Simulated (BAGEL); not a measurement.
**ROHF/aug-cc-pVDZ (density fitting with qzvpp-jkfit) run of GePH3F (SMILES [F][GeH2][PH])**

Aim: the vertical doublet–quartet gap of GePH3F at ROHF/aug-cc-pVDZ (density fitting with qzvpp-jkfit), from 2 runs. 

The calculation is run with BAGEL 1.2.2.

2 further runs of the same task are left out: 2 set aside as unsound or not needed.

### 1 The system as given

GePH3F: 6 atoms, total charge 0, spin state doublet. As SMILES, `[F][GeH2][PH]`. The shape comes from GFN2-xTB, which is rough for such elements, and wasn't checked as a minimum. This is one conformer, not always the lowest.

Bond lengths: F1–Ge2 1.759 Å, Ge2–P3 2.284 Å, Ge2–H4 1.518 Å, Ge2–H5 1.518 Å, P3–H6 1.396 Å. Angles: F1–Ge2–P3 106.6°, F1–Ge2–H4 99.7°, F1–Ge2–H5 99.7°, P3–Ge2–H4 119.4°, P3–Ge2–H5 119.5°, Ge2–P3–H6 91.0°, H4–Ge2–H5 108.0°.

### 2 The energy at ROHF/aug-cc-pVDZ (density fitting with qzvpp-jkfit)

The input, hf.json:

```json
{ "bagel": [

{
  "title": "molecule",
  "basis": "aug-cc-pvdz.json",
  "df_basis": "qzvpp-jkfit",
  "angstrom": true,
  "geometry": [
    { "atom": "F", "xyz": [      -1.973760,       0.463190,       0.074920 ] },
    { "atom": "Ge", "xyz": [      -0.310710,       0.047790,      -0.319560 ] },
    { "atom": "P", "xyz": [       0.826510,      -0.039430,       1.659720 ] },
    { "atom": "H", "xyz": [      -0.545020,      -1.231340,      -1.101890 ] },
    { "atom": "H", "xyz": [       0.000010,       1.154280,      -1.310490 ] },
    { "atom": "H", "xyz": [       2.002970,      -0.394490,       0.997300 ] }
  ]
},

{
  "title": "rohf",
  "nopen": 1
},

{
  "title": "print",
  "file": "orbitals.molden",
  "orbitals": true
}

]}
```

The basis set aug-cc-pVDZ is read from a file made from the Basis Set Exchange's data (not shown).

Run with:

```console
$ BAGEL_NUM_THREADS=1 BAGEL hf.json > hf.out
```

Standard output:

```text
* using 1 threads per process

  ===============================================================
  ===============================================================

  *** Geometry ***

  { "atom" : "F", "xyz" : [     -3.729866,      0.875302,      0.141578 ] },
  { "atom" : "Ge", "xyz" : [     -0.587157,      0.090310,     -0.603881 ] },
  { "atom" : "P", "xyz" : [      1.561878,     -0.074512,      3.136416 ] },
  { "atom" : "H", "xyz" : [     -1.029939,     -2.326895,     -2.082270 ] },
  { "atom" : "H", "xyz" : [      0.000019,      2.181273,     -2.476467 ] },
  { "atom" : "H", "xyz" : [      3.785065,     -0.745478,      1.884624 ] },

  Number of auxiliary basis functions:      525

  Since a DF basis is specified, we compute 2- and 3-index integrals:
    o Being stored without compression. Storage requirement is 0.054 GB

  Number of basis functions:      113
  Number of electrons      :       59

    * METHOD: MOLECULE                             0.29

  *** Open-shell HF ***

  === Nuclear Repulsion ===
   264.3156448803

      * DIIS with orbital gradients will be used.

  === ROHF iteration (aug-cc-pvdz.json) ===
      0      -2517.06634144          0.02828212           0.23
      1      -2517.18148309          0.02222261           0.23
      2      -2517.23892045          0.01296489           0.22
      3      -2517.28631321          0.00140311           0.23
      4      -2517.28683450          0.00021886           0.22
      5      -2517.28685932          0.00006377           0.22
      6      -2517.28686180          0.00001583           0.23
      7      -2517.28686225          0.00000394           0.23
      8      -2517.28686228          0.00000143           0.23
      9      -2517.28686227          0.00000069           0.23
     10      -2517.28686226          0.00000044           0.23
     11      -2517.28686226          0.00000032           0.23
     12      -2517.28686226          0.00000019           0.23
     13      -2517.28686226          0.00000007           0.23
     14      -2517.28686226          0.00000003           0.23
     15      -2517.28686226          0.00000001           0.23
     16      -2517.28686226          0.00000001           0.23
    * SCF iteration converged.

    * S^2 (ROHF) is 0.7500

    * Permanent dipole moment:
           (   -1.205909,     0.300193,     0.228715) a.u.

    * METHOD: ROHF                                 4.13

    * METHOD: PRINT                                0.02

  ===============================================================
```

Run time: 4.8 s. Hardware: 1 thread of Arm Neoverse V2, shared host; peak memory 0.18 GiB.

### 3 The quartet, same level

The input, calc.json:

```json
{ "bagel" : [

{
  "title" : "molecule",
  "basis" : "aug-cc-pvdz.json",
  "df_basis" : "qzvpp-jkfit",
  "angstrom" : "true",
  "geometry" : [
    { "atom" : "F", "xyz" : [   -1.973760,    0.463190,    0.074920 ] },
    { "atom" : "Ge", "xyz" : [   -0.310710,    0.047790,   -0.319560 ] },
    { "atom" : "P", "xyz" : [    0.826510,   -0.039430,    1.659720 ] },
    { "atom" : "H", "xyz" : [   -0.545020,   -1.231340,   -1.101890 ] },
    { "atom" : "H", "xyz" : [    0.000010,    1.154280,   -1.310490 ] },
    { "atom" : "H", "xyz" : [    2.002970,   -0.394490,    0.997300 ] }
  ]
},
{
  "title" : "rohf",
  "nopen" : 3
},
{
  "title" : "print",
  "file" : "orbitals.molden",
  "orbitals" : "true"
}

]}
```

The basis set aug-cc-pVDZ is read from a file made from the Basis Set Exchange's data (not shown).

Run with:

```console
$ BAGEL_NUM_THREADS=1 BAGEL calc.json > calc.out
```

Standard output:

```text
* using 1 threads per process

  ===============================================================
  ===============================================================

  *** Geometry ***

  { "atom" : "F", "xyz" : [     -3.729866,      0.875302,      0.141578 ] },
  { "atom" : "Ge", "xyz" : [     -0.587157,      0.090310,     -0.603881 ] },
  { "atom" : "P", "xyz" : [      1.561878,     -0.074512,      3.136416 ] },
  { "atom" : "H", "xyz" : [     -1.029939,     -2.326895,     -2.082270 ] },
  { "atom" : "H", "xyz" : [      0.000019,      2.181273,     -2.476467 ] },
  { "atom" : "H", "xyz" : [      3.785065,     -0.745478,      1.884624 ] },

  Number of auxiliary basis functions:      525

  Since a DF basis is specified, we compute 2- and 3-index integrals:
    o Being stored without compression. Storage requirement is 0.054 GB

  Number of basis functions:      113
  Number of electrons      :       59

    * METHOD: MOLECULE                             0.29

  *** Open-shell HF ***

  === Nuclear Repulsion ===
   264.3156448803

      * DIIS with orbital gradients will be used.

  === ROHF iteration (aug-cc-pvdz.json) ===
      0      -2516.73408774          0.03066951           0.24
      1      -2516.73805048          0.03613504           0.24
      2      -2516.86055011          0.02384796           0.24
      3      -2517.05237988          0.00331787           0.24
      4      -2517.06527443          0.00207907           0.24
      5      -2517.07252493          0.00168443           0.24
      6      -2517.08022375          0.00128930           0.24
      7      -2517.08527883          0.00095211           0.23
      8      -2517.08920721          0.00069177           0.24
      9      -2517.09035612          0.00048282           0.24
     10      -2517.09142405          0.00027324           0.24
     11      -2517.09168005          0.00016733           0.24
     12      -2517.09179279          0.00008828           0.25
     13      -2517.09180094          0.00005100           0.24
     14      -2517.09179969          0.00003508           0.24
     15      -2517.09180416          0.00002177           0.24
     16      -2517.09180469          0.00001065           0.24
     17      -2517.09180646          0.00000537           0.24
     18      -2517.09180750          0.00000279           0.24
     19      -2517.09180787          0.00000141           0.24
     20      -2517.09180790          0.00000081           0.24
     21      -2517.09180794          0.00000042           0.24
     22      -2517.09180787          0.00000021           0.23
     23      -2517.09180780          0.00000013           0.24
     24      -2517.09180778          0.00000010           0.24
     25      -2517.09180777          0.00000008           0.24
     26      -2517.09180777          0.00000006           0.24
     27      -2517.09180777          0.00000003           0.24
     28      -2517.09180777          0.00000002           0.24
     29      -2517.09180777          0.00000002           0.24
     30      -2517.09180778          0.00000001           0.24
     31      -2517.09180777          0.00000001           0.23
    * SCF iteration converged.

    * S^2 (ROHF) is 3.7500

    * Permanent dipole moment:
           (   -1.435083,     0.287995,    -0.496545) a.u.

    * METHOD: ROHF                                 7.89

    * METHOD: PRINT                                0.02

  ===============================================================
```

Wall time 8.4 s (1 thread of Arm Neoverse V2, shared host); peak memory 0.18 GiB.

### 4 What came out

Level: ROHF/aug-cc-pVDZ (density fitting with qzvpp-jkfit).

| quantity | value |
| --- | --- |
| doublet: total energy | -2517.28686 Eh |
| doublet: dipole moment | 3.21 D |
| doublet: ⟨S²⟩ | 0.750 |
| quartet: total energy | -2517.09181 Eh |
| quartet: dipole moment | 3.93 D |
| quartet: ⟨S²⟩ | 3.750 |
| vertical energy of the quartet above the doublet | 5.308 eV |

In words: At this shape the quartet lies 5.31 eV (122 kcal/mol) above the doublet.
